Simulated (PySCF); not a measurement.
# From one method to the next for BSe⁺ (triplet)

What do other methods print for BSe⁺ (triplet) when all else stays?

The runs use PySCF 2.14.0; method and basis as typed in the scripts.

**1. Where the work starts**

BSe⁺ (triplet): 2 atoms, charge 1, spin multiplicity 3.

Bond lengths: B1–Se2 2.131 Å.

**2. The run that the others are compared with**

Contents of input.py:

```python
from pyscf import gto, scf, cc

mol = gto.M(
    atom='B 0 0 0; Se 0 0 2.131',
    basis='cc-pvdz-dk',
    charge=1,
    spin=2,
    verbose=3,
)
mf = scf.UHF(mol)
mf = mf.sfx2c1e()
mf = mf.density_fit(auxbasis='def2-universal-jkfit')
mf.kernel()
mycc = cc.CCSD(mf, frozen=10)
mycc.kernel()
e = mycc.eaccsd(nroots=3)[0]
print('roots (eV) =', (e*27.211386).round(3))
mf.dip_moment()
print('orbital energies (hartree):', [e[max(0, n-3):n+3].round(4) for e, n in zip(mf.mo_energy, mol.nelec)])
```

The run is started by

```
$ python input.py
```

**3. CASCI (ROHF)**

Variant 1 changes step after the SCF: eomea → casci; SCF type: UHF → ROHF; active space: none → 4 electrons in 6 orbitals.

Contents of input.py:

```python
from pyscf import gto, scf, mcscf

mol = gto.M(
    atom='B 0 0 0; Se 0 0 2.131',
    basis='cc-pvdz-dk',
    charge=1,
    spin=2,
    verbose=3,
)
mf = scf.ROHF(mol)
mf = mf.sfx2c1e()
mf = mf.density_fit(auxbasis='def2-universal-jkfit')
mf.kernel()
mc = mcscf.CASCI(mf, 6, 4)
mc.kernel()
mc.analyze()
mf.dip_moment()
print('orbital energies (hartree):', mf.mo_energy[..., max(0, mol.nelec[1]-3):mol.nelec[0]+3].round(4))
```

**4. B3lyp (UKS)**

Variant 2 changes functional: none (Hartree–Fock) → b3lyp; SCF type: UHF → UKS; step after the SCF: eomea → analyze.

Contents of input.py:

```python
from pyscf import gto, dft

mol = gto.M(
    atom='B 0 0 0; Se 0 0 2.131',
    basis='cc-pvdz-dk',
    charge=1,
    spin=2,
    verbose=3,
)
mf = dft.UKS(mol, xc='b3lyp')
mf = mf.sfx2c1e()
mf = mf.density_fit(auxbasis='def2-universal-jkfit')
mf.kernel()
mf.analyze()
print('orbital energies (hartree):', [e[max(0, n-3):n+3].round(4) for e, n in zip(mf.mo_energy, mol.nelec)])
```

**5. CCSD**

Variant 3 changes step after the SCF: eomea → ccsd; frozen orbitals: 10 → none.

input.py, as its differences from that of step 2:

```diff
@@ -13,6 +13,4 @@
 mf.kernel()
-mycc = cc.CCSD(mf, frozen=10)
+mycc = cc.CCSD(mf)
 mycc.kernel()
-e = mycc.eaccsd(nroots=3)[0]
-print('roots (eV) =', (e*27.211386).round(3))
 mf.dip_moment()
```

**Question.** What will these runs give? Wanted: for each run, E(SCF); from base; gap, α spin; after the SCF.

As calculated:

```
         run  E(SCF) (hartree)  from base (eV)  gap, α spin (eV)                                    after the SCF
        base      -2452.268636               0             11.02  CCSD correlation -4.599 eV, first root -9.30 eV
CASCI (ROHF)      -2452.260232         +0.2287               n/a                      CASCI correlation -0.306 eV
 b3lyp (UKS)      -2454.207710  not comparable              4.45                                              n/a
        CCSD      -2452.268636          0.0000             11.02                       CCSD correlation -4.854 eV
```

A lower total energy from another functional means nothing by itself.
